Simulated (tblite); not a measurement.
# CH11BN2Si2: the cost of one run

Computed with tblite 0.8.0 and PySCF 2.14.0, with density-fitted response routines of our own, on a single molecule in the gas phase. Atoms count from 0, in the outputs and in this text.

### 1 The molecule as given

17 atoms, charge 0, multiplicity 1; geometry from: force field or distance geometry start.

Bonds of the start (Å): N0–Si1 1.80, Si1–N2 1.79, N2–B3 1.54, B3–C4 1.60, C4–Si5 1.87, N0–H6 1.04, N0–H7 1.05, Si1–H8 1.46, Si1–H9 1.46, N2–H10 1.04, B3–H11 1.17, C4–H12 1.11, C4–H13 1.10, Si5–H14 1.47, Si5–H15 1.48, Si5–H16 1.46.

### 2 Geometry optimisation with GFN2-xTB

What the job is given:

```
{"job": {"kind": "relax", "xc": "GFN2-xTB", "basis": "xTB"}, "charge": 0, "multiplicity": 1}
N      3.453000     0.598500     0.493600
Si     1.793900     0.630700    -0.216000
N      0.973500    -0.916100     0.178300
B     -0.425100    -0.840300    -0.453100
C     -1.712000    -0.919200     0.489500
Si    -2.679400     0.674200     0.327700
H      3.929500    -0.230900     0.092800
H      3.339400     0.431000     1.522300
H      1.049300     1.748400     0.368200
H      1.890100     0.792000    -1.660400
H      1.479800    -1.679800    -0.312700
H     -0.554800    -0.740400    -1.614600
H     -2.353600    -1.767300     0.176700
H     -1.402900    -1.059300     1.537300
H     -3.865800     0.618300     1.195800
H     -1.829300     1.803200     0.759600
H     -3.092500     0.869100    -1.063000
```

Launch:

```console
$ OMP_NUM_THREADS=1 python probes_run.py task.json out
```

One launch serves the whole session: the jobs run in the order shown.

Q: Estimate the wall time and peak memory of this first job on 1 thread of Arm Neoverse V1, shared host.

About 1.6 s, with a peak of 0.18 GiB.
